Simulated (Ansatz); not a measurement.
# Al3CrN4: the cost of one run

Method: DFT PBEsol, scalar-relativistic, plane waves, PAW, in Ansatz 0.2.0.

1 further run of the same task is left out (set aside as unsound or not needed).

## 1. The system as given

Symmetry: Pm, No. 6, monoclinic system. Conventional cell: a = 5.043 Å, b = 3.130 Å, c = 5.418 Å, α = 90.00°, β = 90.03°, γ = 90.00°. Around Al (site symmetry m) lie 4 N at 1.88 to 1.91 Å. Around Al (site symmetry m) lie 4 N at 1.90 Å. Al (site symmetry m) has 4 N at 1.90 to 1.91 Å as nearest neighbours. Ga (site symmetry m) has 4 N at 1.93 to 1.96 Å as nearest neighbours. Around N (site symmetry m) lie 3 Al at 1.90 Å and 1 Ga at 1.96 Å. N (site symmetry m) is surrounded by 4 Al at 1.90 to 1.91 Å. Around N (site symmetry m) lie 2 Al at 1.88 to 1.90 Å and 2 Ga at 1.93 Å. N (site symmetry m) has 3 Al at 1.89 to 1.91 Å and 1 Ga at 1.94 Å as nearest neighbours.

As a file:

```
CELL_PARAMETERS angstrom
5.04341 0.00000 0.00011
0.00000 3.13007 0.00000
-0.00324 0.00000 5.41799
ATOMIC_POSITIONS crystal
Al 0.50023 0.50000 0.16733
Al 0.00092 0.50000 0.83481
Al 0.00109 0.00000 0.33169
Ga 0.49942 0.00000 0.66620
N 0.11117 0.00000 0.66633
N 0.12245 0.50000 0.16716
N 0.62512 0.50000 0.84019
N 0.62319 0.00000 0.32629
```

It goes back to an entry of the Materials Project, which need not be the stable form.

It is the result of an earlier relaxation at this level (volume 10.69 Å³/atom; gap on the mesh: 3.48 eV).

## 2. Ga → Cr: the starting cell

The start of Al3CrN4: fractional positions of relaxed Al3GaN4, cell scaled by 1.014, a guess from tabulated radii. Atoms that may carry a moment start with parallel spins.

## 3. Probe: one point at the start (Al3CrN4)

The input, input.yaml:

```yaml
crystal:
  lattice:
    - [5.1140693211, 0.0, 0.0001166042]
    - [0.0, 3.1739282231, 0.0]
    - [-0.0032815963, 0.0, 5.4939014613]
  atoms:
    - { symbol: Al, position: [0.5002300429, 0.5, 0.1673295651] }
    - { symbol: Al, position: [0.0009207023, 0.5, 0.834805594] }
    - { symbol: Al, position: [0.0010880656, 0.0, 0.3316926345] }
    - { symbol: Cr, position: [0.499421714, 0.0, 0.6662009014], spin: 3.0 }
    - { symbol: "N", position: [0.1111724728, 0.0, 0.6663292515] }
    - { symbol: "N", position: [0.1224543247, 0.5, 0.1671578647] }
    - { symbol: "N", position: [0.6251234802, 0.5, 0.8401923542] }
    - { symbol: "N", position: [0.6231881976, 0.0, 0.3262928346] }
basis:
  ecutwfc: 420
kpoints:
  mp_grid: { grid: [4, 6, 4] }
hamiltonian:
  xc: pbesol
scf:
  occupations: { method: gaussian, width: 0.1 }
  lower_state_search: "off"
output:
  forces: true
  stress: true
  eigenvalues: true
  populations: true
magnetization:
  spin_polarized: true
```

On the command line:

```console
$ ansatz run input.yaml --threads 2 --pin off --max-ram 5120MiB --backend cpu --events-out ev --progress --plain --runs-dir out
```

What time and memory should one allow on 2 threads of Arm Neoverse V1, shared host?

About 18 s, with a peak of 0.44 GiB.
